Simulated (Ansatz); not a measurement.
# KNbO2: the cost of one run

Computed with Ansatz 0.2.0 (DFT PBE, scalar-relativistic, plane waves, PAW, unless a step's input says otherwise).

1 further run of the same task is left out (set aside as unsound or not needed).

### Step 1. The structure to begin with

It takes space group P3m1 (No. 156, trigonal). The conventional cell has a = 3.515 Å, b = 3.515 Å, c = 6.918 Å, α = 90.00°, β = 90.00°, γ = 120.00°. K (site symmetry 3m) is surrounded by 6 O at 2.07 to 2.62 Å. Nb (site symmetry 3m) is surrounded by 1 K at 2.63 Å and 3 O at 3.01 Å. O (site symmetry 3m) is surrounded by 3 K at 2.07 Å. O (site symmetry 3m) is surrounded by 3 K at 2.62 Å.

Coordinates:

```xyz
4
Lattice="3.5151 0.0000 0.0000 -1.7575 3.0441 0.0000 0.0000 0.0000 6.9185" Properties=species:S:1:pos:R:3 pbc="T T T"
K     1.7575    1.0147    5.9450
Nb    1.7575    1.0147    1.6538
O     0.0000    2.0294    6.3560
O     0.0000    0.0000    4.2937
```

The cell is invented: random cell by space group and Wyckoff sites (P3m1, No. 156). The dimensions are guesses.

### Step 2. A first look at the guess

input.yaml reads:

```yaml
crystal:
  lattice:
    - [3.51507634, 0.0, 0.0]
    - [-1.75753817, 3.04414541, 0.0]
    - [0.0, 0.0, 6.91849219]
  atoms:
    - { symbol: K, position: [0.66666667, 0.33333333, 0.85929151] }
    - { symbol: Nb, position: [0.66666667, 0.33333333, 0.23904018] }
    - { symbol: O, position: [0.33333333, 0.66666667, 0.91869737] }
    - { symbol: O, position: [0.0, 0.0, 0.62060707] }
basis:
  ecutwfc: 420
kpoints:
  mp_grid: { grid: [6, 6, 4] }
hamiltonian:
  xc: pbe
scf:
  occupations: { method: gaussian, width: 0.1 }
  lower_state_search: "off"
output:
  forces: true
  stress: true
  eigenvalues: true
```

The run is started by

```
$ ansatz run input.yaml --threads 1 --pin off --max-ram 2560MiB --backend cpu --events-out ev --progress --plain --runs-dir out
```

What time and memory should one allow on 1 thread of Intel Xeon 6975P-C (Granite Rapids), shared host?

About 2.3 s, with a peak of 0.41 GiB.
